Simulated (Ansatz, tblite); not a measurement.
**Bis(oxalato)borate (C₄BO₈−): one state, many levels**

One table from this session's results is given with a row withheld; the runs are named, their logs left out.

Method: as each input shows; program: Ansatz 0.2.0, Gaussian basis.

Plan: GFN1-xTB, GFN2-xTB, PBE-D4/def2-TZVPD, r2SCAN-D4/def2-TZVPD, B97M-V/def2-TZVPD, r2SCAN0-D4/def2-TZVPD, PBE-D4/def2-SVPD, PBE0-D4/def2-SVPD, HF/6-31G, B3LYP-D4/6-31G, MP2/def2-SVPD.

11 further runs of the same task are left out: 3 that didn't finish, 8 set aside as unsound or not needed.

## The geometry

The geometry is that of the singlet, from an earlier relaxation (r2SCAN-D4/def2-SVP).

SMILES `O=C1O[B-]2(OC1=O)OC(=O)C(=O)O2`, 13 atoms, charge -1, spin multiplicity 1.

Bond lengths: O1–C2 1.204 Å, C2–O3 1.330 Å, C2–C6 1.551 Å, O3–B4 1.473 Å, B4–O5 1.473 Å, B4–O8 1.473 Å, B4–O13 1.473 Å, O5–C6 1.330 Å, C6–O7 1.204 Å, O8–C9 1.330 Å, C9–O10 1.204 Å, C9–C11 1.551 Å, C11–O12 1.204 Å, C11–O13 1.330 Å. Angles: O1–C2–O3 126.5°, O1–C2–C6 126.1°, O3–C2–C6 107.3°, C2–O3–B4 109.9°, O3–B4–O5 105.5°, O3–B4–O8 111.5°, O3–B4–O13 111.5°, O5–B4–O8 111.5°, O5–B4–O13 111.5°, O8–B4–O13 105.5°, B4–O5–C6 109.9°, C2–C6–O5 107.3°, C2–C6–O7 126.1°, O5–C6–O7 126.5°, B4–O8–C9 109.9°, O8–C9–O10 126.5°, O8–C9–C11 107.3°, O10–C9–C11 126.1° and more.

The ion is computed in the gas phase, without counter-ions or solvent.

PBE0-D4/def2-TZVPD was run before; its log isn't repeated, and its numbers join the tables.

The first run:

Tight binding, by tblite at 300 K electronic temperature and without a spin-polarisation term:

```python
tblite.interface.Calculator('GFN1-xTB', numbers, positions, charge=-1, uhf=0).singlepoint()
```

Tight binding, by tblite at 300 K electronic temperature and without a spin-polarisation term:

```python
tblite.interface.Calculator('GFN2-xTB', numbers, positions, charge=-1, uhf=0).singlepoint()
```

start.molden holds the orbitals of an earlier run on this state, given as this run's starting guess.

Contents of in.yaml:

```yaml
crystal:
  periodic: [false, false, false]
  atoms:
    - {symbol: O, position_ang: [3.291107, -0.421632, -1.007805]}
    - {symbol: C, position_ang: [2.228212, -0.320692, -0.451747]}
    - {symbol: O, position_ang: [1.061790, -0.028485, -1.019905]}
    - {symbol: B, position_ang: [0.000098, 0.000622, 0.000187]}
    - {symbol: O, position_ang: [0.670059, -0.312057, 1.273782]}
    - {symbol: C, position_ang: [1.968903, -0.508637, 1.066228]}
    - {symbol: O, position_ang: [2.794541, -0.781977, 1.898539]}
    - {symbol: O, position_ang: [-1.065251, -0.970294, -0.301792]}
    - {symbol: C, position_ang: [-2.230620, -0.341125, -0.423119]}
    - {symbol: O, position_ang: [-3.295780, -0.845888, -0.667646]}
    - {symbol: C, position_ang: [-1.966559, 1.169978, -0.191519]}
    - {symbol: O, position_ang: [-2.790202, 2.047300, -0.223801]}
    - {symbol: O, position_ang: [-0.666286, 1.312895, 0.048587]}
basis:
  gaussian: {orbitals: def2-TZVPD, initial_orbitals: start.molden}
total_charge: -1
hamiltonian: {xc: pbe, dispersion: d4}
scf: {omitted_lower_state_checks: [starts]}
output: {orbitals: {seedname: orbitals}}
```

On the command line:

```bash
$ ansatz run in.yaml --threads 4 --pin off --events-out ev --progress --plain --max-ram 6963MiB
```

Among the steps run: PBE-D4/def2-TZVPD; r2SCAN-D4/def2-TZVPD; B97M-V/def2-TZVPD; r2SCAN0-D4/def2-TZVPD; PBE-D4/def2-SVPD; PBE0-D4/def2-SVPD; HF/6-31G; B3LYP-D4/6-31G; MP2/def2-SVPD.

One of the session's tables, all rows but one given; the rest of the session is left out.

It belongs to the step «Levels side by side». 

| level | HOMO (eV) | LUMO (eV) | gap (eV) |
| --- | --- | --- | --- |
| HF/6-31G | -8.81 | 5.27 | 14.08 |
| PBE-D4/def2-SVPD | ? | ? | ? |
| PBE-D4/def2-TZVPD | -2.91 | 0.66 | 3.56 |
| r2SCAN-D4/def2-TZVPD | -3.23 | 0.77 | 4.00 |
| B97M-V/def2-TZVPD | -3.35 | 0.89 | 4.25 |
| B3LYP-D4/6-31G | -4.00 | 1.53 | 5.54 |
| PBE0-D4/def2-SVPD | -4.67 | 1.52 | 6.19 |
| PBE0-D4/def2-TZVPD | -4.55 | 1.62 | 6.18 |
| r2SCAN0-D4/def2-TZVPD | -4.80 | 1.68 | 6.47 |

**Question.** Estimate the row for PBE-D4/def2-SVPD.

As computed: HOMO (eV): -3.00; LUMO (eV): 0.56; gap (eV): 3.56. In the column «HOMO (eV)» it lies between r2SCAN-D4/def2-TZVPD (-3.23) and PBE-D4/def2-TZVPD (-2.91).
